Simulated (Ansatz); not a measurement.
# Zr4Al3N3O8: melt and quench

The task, for Zr4Al3N3O8: make an amorphous cell by melting and quenching in short dynamics.

Method: DFT PBE, scalar-relativistic, plane waves, PAW, in Ansatz 0.2.0.

### 1 The structure to begin with

The cell holds 18 atoms (Al3N3O8Zr4): a = 6.067 Å, b = 6.101 Å, c = 6.400 Å, α = 86.38°, β = 91.53°, γ = 91.86°.

It is the last frame of an earlier stage of the same melt, run at 1520 K.

The coordinates stand in the first input below.

### 2 Langevin stage at 300 K

One k point, a Fermi-Dirac width of 0.050 eV and a fixed cell.

File input.yaml:

```yaml
crystal:
  lattice:
    - [6.066081, -0.097633, -0.081412]
    - [-0.097633, 6.097538, 0.196432]
    - [-0.081412, 0.196432, 6.396164]
  atoms:
    - { symbol: Al, position: [0.5848420294, 0.8174540976, 0.0633133853] }
    - { symbol: Al, position: [0.0260002289, 0.6492961101, 0.2686126327] }
    - { symbol: Al, position: [0.2146594875, 0.5879871758, 0.6423937025] }
    - { symbol: "N", position: [0.2504886475, 0.7720971559, 0.0814042761] }
    - { symbol: "N", position: [0.7872849897, 0.9995568606, 0.9137257948] }
    - { symbol: "N", position: [0.3543797425, 0.0028663699, 0.6149891546] }
    - { symbol: Zr, position: [0.7431579136, 0.3429173751, 0.8675707152] }
    - { symbol: Zr, position: [0.6736555593, 0.8692878549, 0.6291225588] }
    - { symbol: Zr, position: [0.1564191619, 0.0634618479, 0.8593483873] }
    - { symbol: Zr, position: [0.460415528, 0.231111947, 0.3443218063] }
    - { symbol: O, position: [0.4097115732, 0.1849677398, 0.0252349082] }
    - { symbol: O, position: [0.7422212189, 0.2836404666, 0.5419238806] }
    - { symbol: O, position: [0.7493239491, 0.5822712574, 0.1173412426] }
    - { symbol: O, position: [0.2079083983, 0.4365465789, 0.3848110153] }
    - { symbol: O, position: [0.0764772221, 0.3626304198, 0.8623797645] }
    - { symbol: O, position: [0.6439743195, 0.9785983106, 0.3208569062] }
    - { symbol: O, position: [0.5044555154, 0.5893984314, 0.7679466392] }
    - { symbol: O, position: [0.9523390914, 0.703757249, 0.5420357819] }
  symmetry: { detect: false }
basis:
  ecutwfc: 420
  xc_grid: 1
kpoints:
  mp_grid: { grid: [1, 1, 1], shift: [0.0, 0.0, 0.0] }
hamiltonian:
  xc: pbe
scf:
  occupations: { method: fermi_dirac, width: 0.05 }
  lower_state_search: "off"
  convergence: { dr2_threshold: 1.0e-05 }
output:
  forces: true
  stress: true
md:
  timestep: 2.0
  n_steps: 250
  ensemble: nvt_langevin
  friction: 0.03
  temperature: 300.0
  initial_velocities: maxwell_boltzmann
  seed: 7410
```

On the command line:

```
> ansatz run input.yaml --threads 2 --pin off --max-ram 5120MiB --backend cpu --events-out ev --progress --plain --runs-dir out
```

Output, cut to the lines that bear on the results:

```text
Warning: scf.convergence.dr2_threshold = 1e-5 eV is looser than this run's default, which is 1e-7 eV or tighter. The error in the forces grows as the threshold's square root, so leave the key out unless less accurate forces are enough
Warning: output.stress: scf.convergence.dr2_threshold = 1e-5 eV is looser than the 1.8e-9 eV advised for a printed stress (1e-10 eV for each atom of the cell: 18). What an SCF threshold leaves in a stress goes as its square root, and in the free energy as the threshold itself, and one [...]
Warning: RAYON_NUM_THREADS=2 ignored (pool sized by the plan → 2); use --threads N
[...]
Pseudopotentials: kind: paw
Pseudopotential: Al, paw, valence charge 3, recommended cutoff 420 eV (normal), Al.paw.azcp
Pseudopotential: N, paw, valence charge 5, recommended cutoff 420 eV (normal), N.paw.azcp
Pseudopotential: Zr, paw, valence charge 12, recommended cutoff 420 eV (normal), Zr.paw.azcp
Pseudopotential: O, paw, valence charge 6, recommended cutoff 420 eV (normal), O.paw.azcp
Functional definition: PBE
[...]
Crystal: 18 atoms, lattice volume = 236.250 Å³
Basis set: ecut = 420 eV, 4619 PW (Γ)
Bands: 78, of which v1, the nominal top of the filled ones, is band 60 counted from 1 (59 counted from 0)
Symmetry: 1 space group operations
k-points: 1
[...]
SCF iter   1: F=—  HF=-24059.885335 eV  |F-HF|=—  |Δ(HF+E_count)|=         —  Δρ=8.07e-3  dr2=1.22e-1  ethr=1.77e-3  ⟨swp⟩=6.0  Hψ=320  notcnv=0  defer=1
[...]
md step     0: t =     0.00 fs  T =   283.3 K  F+E_penalty+E_count = -24059.86703927 eV  E_kin = 0.659226 eV  P_inst = -1.9406 GPa  (7 SCF iters)
[...]
md step    10: t =    20.00 fs  T =   687.9 K  F+E_penalty+E_count = -24061.84832039 eV  E_kin = 1.600565 eV  P_inst = -2.8196 GPa  (6 SCF iters)
[...]
md step    20: t =    40.00 fs  T =   370.7 K  F+E_penalty+E_count = -24061.93895670 eV  E_kin = 0.862484 eV  P_inst = 0.5929 GPa  (5 SCF iters)
[...]
md step    30: t =    60.00 fs  T =   394.6 K  F+E_penalty+E_count = -24062.22783239 eV  E_kin = 0.918171 eV  P_inst = -1.4491 GPa  (6 SCF iters)
[...]
md step    40: t =    80.00 fs  T =   363.7 K  F+E_penalty+E_count = -24062.55304109 eV  E_kin = 0.846257 eV  P_inst = -2.0528 GPa  (6 SCF iters)
md step    41: t =    82.00 fs  T =   344.3 K  F+E_penalty+E_count = -24062.54640679 eV  E_kin = 0.800985 eV  P_inst = -1.8590 GPa  (4 SCF iters)
```

### 3 More of the same log: Langevin dynamics at 300 K from the last frame before

The log, continued, cut to the lines that bear on the results:

```text
md step    42: t =    84.00 fs  T =   320.5 K  F+E_penalty+E_count = -24062.55222083 eV  E_kin = 0.745792 eV  P_inst = -1.7546 GPa  (4 SCF iters)
[...]
md step    71: t =   142.00 fs  T =   269.6 K  F+E_penalty+E_count = -24062.67194983 eV  E_kin = 0.627373 eV  P_inst = 0.4517 GPa  (4 SCF iters)
[...]
md step   100: t =   200.00 fs  T =   291.2 K  F+E_penalty+E_count = -24062.55259626 eV  E_kin = 0.677521 eV  P_inst = -0.8014 GPa  (5 SCF iters)
[...]
md step   129: t =   258.00 fs  T =   247.5 K  F+E_penalty+E_count = -24062.82776990 eV  E_kin = 0.575953 eV  P_inst = 0.1168 GPa  (4 SCF iters)
[...]
md step   158: t =   316.00 fs  T =   231.3 K  F+E_penalty+E_count = -24062.85476221 eV  E_kin = 0.538045 eV  P_inst = -0.7603 GPa  (4 SCF iters)
md step   159: t =   318.00 fs  T =   270.6 K  F+E_penalty+E_count = -24062.86202066 eV  E_kin = 0.629607 eV  P_inst = -0.4309 GPa  (4 SCF iters)
```

### 4 The output, continued: Langevin dynamics at 300 K from the last frame before

Output, continued, cut to the lines that bear on the results:

```text
md step   160: t =   320.00 fs  T =   283.6 K  F+E_penalty+E_count = -24062.86154288 eV  E_kin = 0.659950 eV  P_inst = -0.0971 GPa  (5 SCF iters)
[...]
md step   182: t =   364.00 fs  T =   304.8 K  F+E_penalty+E_count = -24062.62730840 eV  E_kin = 0.709062 eV  P_inst = -1.4896 GPa  (4 SCF iters)
[...]
md step   204: t =   408.00 fs  T =   252.5 K  F+E_penalty+E_count = -24062.74637345 eV  E_kin = 0.587453 eV  P_inst = -1.3622 GPa  (4 SCF iters)
[...]
md step   226: t =   452.00 fs  T =   232.9 K  F+E_penalty+E_count = -24062.76216460 eV  E_kin = 0.541825 eV  P_inst = -0.4014 GPa  (4 SCF iters)
[...]
md step   248: t =   496.00 fs  T =   293.6 K  F+E_penalty+E_count = -24062.95257217 eV  E_kin = 0.683200 eV  P_inst = -1.1047 GPa  (4 SCF iters)
md step   249: t =   498.00 fs  T =   278.3 K  F+E_penalty+E_count = -24062.93020997 eV  E_kin = 0.647593 eV  P_inst = -0.9315 GPa  (4 SCF iters)
[...]
SCF converged after 5 iterations
Free energy (F): -24062.897900 eV
[...]
E sigma→0 (E₀):  -24062.897900 eV
Fermi energy:    9.520217 eV
[...]
--- Forces (eV/Å), atoms counted from 1 ---
  atom   1  Al    -0.41424429     0.36797555    -0.33377238
  atom   2  Al    -0.36489089    -0.37810753     0.79193101
  atom   3  Al    -1.56079147    -0.09465299    -0.55559671
  atom   4  N      0.68590498     0.35539366    -0.55085668
  atom   5  N     -0.56084699     0.16433912     0.41374294
  atom   6  N      0.07904635    -0.46395692    -0.65265578
  atom   7  Zr    -0.05067362    -0.10001756    -0.37886407
  atom   8  Zr     0.19441075    -0.16568293     0.95571922
[...]
--- Stress (GPa, compression-positive) ---
       -7.789744      -3.439582       0.502488
       -3.439590       6.120997      -2.248310
        0.502508      -2.248326      -1.433632
  P = ⅓ Tr σ = -1.0341 GPa (-10.341 kbar)
--- MD trajectory: 250 steps, t = 0.0 → 500.0 fs ---
  final state: T = 323.0 K   F+E_penalty+E_count = -24062.89790023 eV   E_kin = 0.751456 eV
```

It took 3.1 min on 2 threads of Arm Neoverse V1, shared host; peak memory 0.38 GiB.

### 5 What the atoms did

The trajectory, every 10 steps (energies from step 0); msd is the mean square displacement from the start, the centre of mass held:

```tsv
time (fs)	T (K)	potential energy change (meV/atom)	pressure (GPa)	msd O (Å²)	msd N (Å²)	msd Al (Å²)	msd Zr (Å²)
0.0	283	0.0	-1.9	0.000	0.000	0.000	0.000
20.0	688	-110.1	-2.8	0.029	0.024	0.023	0.004
40.0	371	-115.1	0.6	0.071	0.064	0.033	0.012
60.0	395	-131.2	-1.4	0.072	0.042	0.034	0.015
80.0	364	-149.2	-2.1	0.051	0.041	0.018	0.015
100.0	407	-149.0	-1.2	0.052	0.049	0.018	0.016
120.0	281	-156.1	-0.7	0.064	0.058	0.028	0.019
140.0	260	-155.0	0.5	0.078	0.065	0.038	0.029
160.0	328	-157.5	-0.2	0.087	0.047	0.041	0.033
180.0	257	-150.2	0.0	0.085	0.035	0.054	0.032
200.0	291	-149.2	-0.8	0.063	0.035	0.044	0.030
220.0	235	-152.4	-0.6	0.076	0.047	0.048	0.032
240.0	248	-167.8	-0.5	0.068	0.042	0.056	0.035
260.0	248	-165.7	0.1	0.056	0.044	0.056	0.033
280.0	188	-151.2	0.8	0.066	0.091	0.054	0.032
300.0	203	-167.4	-1.3	0.066	0.043	0.044	0.029
320.0	284	-166.4	-0.1	0.065	0.041	0.032	0.031
340.0	216	-139.6	1.8	0.053	0.038	0.031	0.036
360.0	324	-148.9	-1.3	0.073	0.037	0.035	0.024
380.0	226	-146.3	-0.3	0.063	0.064	0.026	0.019
400.0	261	-156.7	-1.5	0.064	0.025	0.021	0.015
420.0	190	-156.9	-0.7	0.070	0.020	0.021	0.014
440.0	256	-160.6	-0.1	0.080	0.030	0.026	0.015
460.0	224	-163.7	-0.8	0.081	0.024	0.027	0.019
480.0	235	-162.5	-1.2	0.067	0.041	0.030	0.023
500.0	323	-168.4	-0.7	0.061	0.050	0.036	0.023
```

time (fs), T (K) and a bar:
```
      0.0        283 #######
     22.0        641 ##############################
     44.0        327 ##########
     66.0        356 ###########
     86.0        339 ##########
    108.0        308 ########
    130.0        312 #########
    152.0        309 ########
    174.0        306 ########
    196.0        291 #######
    218.0        256 #####
    240.0        248 ####
    260.0        248 ####
    282.0        179 
    304.0        198 #
    326.0        337 ##########
    348.0        322 #########
    370.0        386 #############
    392.0        340 ##########
    414.0        221 ###
    434.0        254 #####
    456.0        217 ##
    478.0        193 #
    500.0        323 #########
```

Pair distribution over the second half of the run:

```tsv
r (Å)	g O–O	g Zr–O	g Al–O
0.68	0.00	0.00	0.00
0.84	0.00	0.00	0.00
1.00	0.00	0.00	0.00
1.16	0.00	0.00	0.00
1.32	0.00	0.00	0.00
1.48	0.00	0.00	0.00
1.64	0.00	0.00	0.46
1.80	0.00	0.06	7.38
1.96	0.00	2.90	4.73
2.12	0.00	7.02	0.17
2.28	0.00	1.56	0.08
2.44	0.47	0.21	0.36
2.60	0.96	0.18	0.20
2.76	3.62	0.21	0.62
2.92	3.12	0.00	0.16
```

First peaks of g(r) (not always the tallest), and, where a minimum follows, the mean number of second-named atoms round a first-named one up to the next minimum:

```tsv
pair	peak (Å)	height	minimum (Å)	neighbours
Zr–O	2.12	7.0	-	-
Al–O	1.88	8.1	2.20	3.0
```

### 6 Positions and forces

Positions (Å) and forces (eV/Å):

```xyz
18
Lattice="6.066 -0.098 -0.081 -0.098 6.098 0.196 -0.081 0.196 6.396" Properties=species:S:1:pos:R:3:forces:R:3 pbc="T T T" time_fs=84.0 T=321 dE=-2.6852
Al    3.399    4.826    0.529   -0.928    0.662    0.590
Al    0.107    4.039    1.672   -0.023   -0.421    0.257
Al    1.126    3.593    4.240   -1.051   -0.291   -0.069
N     1.332    4.925    0.625    0.491   -0.057   -0.502
N     4.556    6.098    5.767    0.653    1.071    0.137
N     2.118    0.227    3.780   -1.497    0.067    1.442
Zr    4.190    2.106    5.472   -0.503   -0.379    0.044
Zr    3.928    5.270    4.003   -0.733    0.562   -0.170
Zr    0.851    0.439    5.497    0.937    0.143   -0.719
Zr    2.741    1.406    2.245   -0.551    0.003   -0.202
O     2.534    1.284    0.151    0.769    0.337   -0.555
O     4.235    1.862    3.448    0.583    0.374    0.535
O     4.476    3.369    0.826    0.969   -0.228   -0.074
O     1.342    2.956    2.513   -0.125   -0.248    0.549
O     0.352    2.488    5.451   -1.403    0.111   -0.638
O     3.764    5.768    2.043    0.379   -0.228   -0.832
O     2.817    3.813    4.877    0.767   -0.901    0.166
O     5.714    4.465    3.386    1.264   -0.577    0.038
18
Lattice="6.066 -0.098 -0.081 -0.098 6.098 0.196 -0.081 0.196 6.396" Properties=species:S:1:pos:R:3:forces:R:3 pbc="T T T" time_fs=166.0 T=242 dE=-2.7727
Al    3.369    4.691    0.580    0.838    0.802    0.057
Al    0.151    4.025    1.592    0.093   -0.131   -0.378
Al    1.056    3.513    4.101   -0.532   -0.069    0.268
N     1.519    4.846    0.579   -1.243    0.207   -0.354
N     4.576    6.111    5.731    0.473    0.522    0.975
N     2.082    0.261    3.927    0.749    0.389   -0.740
Zr    4.180    2.076    5.400    0.522   -0.536   -0.113
Zr    3.969    5.276    3.982    0.498   -0.824    1.339
Zr    1.031    0.502    5.515   -1.716    0.256    1.768
Zr    2.717    1.363    2.303    0.691    0.054   -0.431
O     2.648    1.388    0.189   -0.783   -0.283    0.147
O     4.387    1.735    3.379   -1.118   -0.360   -0.932
O     4.604    3.332    0.775    0.024    0.098   -0.283
O     1.173    2.769    2.396    0.695   -0.410    0.920
O     0.171    2.541    5.317    0.743   -0.311   -0.280
O     3.708    5.580    2.098   -0.380    1.318   -1.779
O     2.861    3.661    4.633   -0.159   -0.138   -0.012
O     5.845    4.550    3.289    0.607   -0.586   -0.169
18
Lattice="6.066 -0.098 -0.081 -0.098 6.098 0.196 -0.081 0.196 6.396" Properties=species:S:1:pos:R:3:forces:R:3 pbc="T T T" time_fs=250.0 T=217 dE=-2.9667
Al    3.486    4.879    0.569   -0.875    0.732   -0.110
Al    0.229    3.916    1.492   -0.752    0.620    0.044
Al    1.061    3.512    4.031   -0.861    0.039    1.288
N     1.510    4.819    0.528    0.205    0.134    0.021
N     4.583    6.190    5.813    0.241    0.294   -0.689
N     2.142    0.319    3.931   -0.192    0.191    0.237
Zr    4.125    2.163    5.349    0.572   -0.966   -0.440
Zr    3.995    5.343    3.988    0.144    0.095    0.543
Zr    0.952    0.482    5.562   -0.227    0.060   -0.541
Zr    2.738    1.354    2.210   -0.427    1.084    1.173
O     2.530    1.332    0.165    0.355    0.623   -0.614
O     4.351    1.790    3.270   -0.091    0.185    0.794
O     4.581    3.470    0.668    0.783   -1.122    0.057
O     1.208    2.765    2.422    0.256   -0.515   -0.088
O     0.170    2.488    5.278    0.116    0.737   -0.481
O     3.746    5.827    2.062    0.495   -1.295   -1.159
O     2.869    3.740    4.616   -0.246   -0.412   -0.301
O     5.820    4.536    3.196    0.500   -0.483    0.267
18
Lattice="6.066 -0.098 -0.081 -0.098 6.098 0.196 -0.081 0.196 6.396" Properties=species:S:1:pos:R:3:forces:R:3 pbc="T T T" time_fs=334.0 T=353 dE=-2.7580
Al    3.344    4.927    0.405    0.534   -0.720    1.036
Al    0.157    3.990    1.507   -0.220   -0.020    0.492
Al    1.059    3.586    4.082    0.375    0.001   -0.152
N     1.389    4.922    0.546    0.715    0.457   -1.032
N     4.589    6.193    5.709    0.502   -0.457    0.184
N     2.197    0.283    3.847   -0.849    0.543   -0.001
Zr    4.157    2.032    5.311    0.293    2.499    0.378
Zr    3.982    5.427    3.922    0.453   -1.903   -0.528
Zr    1.003    0.578    5.416   -1.108   -1.280    0.457
Zr    2.746    1.416    2.176   -0.533    0.311   -0.683
O     2.544    1.352   -0.004    0.218    0.528    0.905
O     4.283    1.767    3.305    0.867    0.112   -0.027
O     4.620    3.396    0.681   -0.625    0.144   -0.178
O     1.283    2.802    2.371   -0.808    0.664    0.645
O     0.195    2.495    5.193    0.063    0.407   -0.269
O     3.723    5.855    1.929    0.503   -0.925   -0.779
O     2.927    3.764    4.621   -0.553    0.131   -0.208
O     5.863    4.584    3.243    0.170   -0.490   -0.242
18
Lattice="6.066 -0.098 -0.081 -0.098 6.098 0.196 -0.081 0.196 6.396" Properties=species:S:1:pos:R:3:forces:R:3 pbc="T T T" time_fs=416.0 T=194 dE=-2.8552
Al    3.369    4.861    0.365    0.682    0.241    0.834
Al    0.230    4.020    1.598   -0.426    0.169   -0.546
Al    1.159    3.657    4.141   -0.202    0.515    0.480
N     1.434    4.845    0.411   -0.182   -0.161    0.205
N     4.640    6.174    5.676   -0.170    0.809   -0.422
N     2.087    0.117    3.820    0.283    1.075   -0.504
Zr    4.297    2.219    5.325   -0.284   -1.224    0.427
Zr    3.944    5.291    3.883    0.388    0.543    0.790
Zr    0.950    0.485    5.401   -0.524    0.321    0.334
Zr    2.794    1.459    2.124   -0.603   -0.849    0.270
O     2.639    1.399    0.069   -0.036   -0.051   -0.313
O     4.284    1.910    3.266    0.114   -0.277    0.009
O     4.645    3.422    0.629    0.283    0.103    0.390
O     1.409    2.949    2.490   -0.124   -0.381   -0.255
O     0.288    2.564    5.206   -0.072   -0.657    0.260
O     3.638    5.698    1.975    0.440    0.061   -1.342
O     2.929    3.742    4.719    0.222   -0.242    0.191
O     5.806    4.475    3.310    0.208    0.005   -0.809
18
Lattice="6.066 -0.098 -0.081 -0.098 6.098 0.196 -0.081 0.196 6.396" Properties=species:S:1:pos:R:3:forces:R:3 pbc="T T T" time_fs=500.0 T=323 dE=-3.0309
Al    3.536    4.846    0.445   -0.414    0.368   -0.334
Al    0.307    4.043    1.520   -0.365   -0.378    0.792
Al    1.260    3.669    4.203   -1.561   -0.095   -0.556
N     1.515    4.854    0.415    0.686    0.355   -0.551
N     4.764    6.206    5.587   -0.561    0.164    0.414
N     2.229    0.386    3.845    0.079   -0.464   -0.653
Zr    4.278    2.140    5.321   -0.051   -0.100   -0.379
Zr    4.066    5.344    3.833    0.194   -0.166    0.956
Zr    1.008    0.553    5.402    0.027   -0.311    0.523
Zr    2.788    1.484    2.141    0.329   -0.414    0.704
O     2.564    1.389    0.079    0.778    0.579   -0.217
O     4.324    1.969    3.276    0.140   -0.250   -0.163
O     4.725    3.461    0.694   -0.090   -0.546   -0.324
O     1.415    2.924    2.481    0.019    0.157   -0.075
O     0.259    2.585    5.207    0.254   -0.273    0.159
O     3.877    5.786    1.913   -0.177    0.513   -0.543
O     3.006    3.781    4.686    0.280    0.312    0.115
O     5.907    4.491    3.235    0.430    0.549    0.132
```

### 7 Summary of the stages

Means over the second half of each stage, earlier sessions' stages included (the first, hottest stages at a lower cutoff are left out); the pressure holds its kinetic part:

```tsv
thermostat (K)	duration (fs)	mean T (K)	mean P (GPa)	mean potential energy over the last stage (meV/atom)	largest msd at the end (Å²)	wall time
3800	500	3471	7.7	571	4.23	4.1 min
2740	500	2921	6.1	349	1.61	4.2 min
1520	500	1407	0.5	144	0.28	3.8 min
300	500	259	-0.5	0	0.05	3.1 min
```

### 8 Outcome

| quantity | value |
| --- | --- |
| 300 K: length | 250 steps of 2 fs |
| 300 K: temperature, first and last step | 283 and 323 K |
| 300 K: temperature, second half | mean 259 K, from 164 to 397 K |

What this shows: Against a set 300 K the second half averages 259 K with a spread of 53 K (in equilibrium 18 atoms would scatter by about 58 K, over a far longer run). The thermostat is lowered by 3500 K within 1500 fs (some 2×10^15 K/s), far faster than any real quench. A run of 500 fs with 18 atoms shows the motion but fixes no equilibrium value.
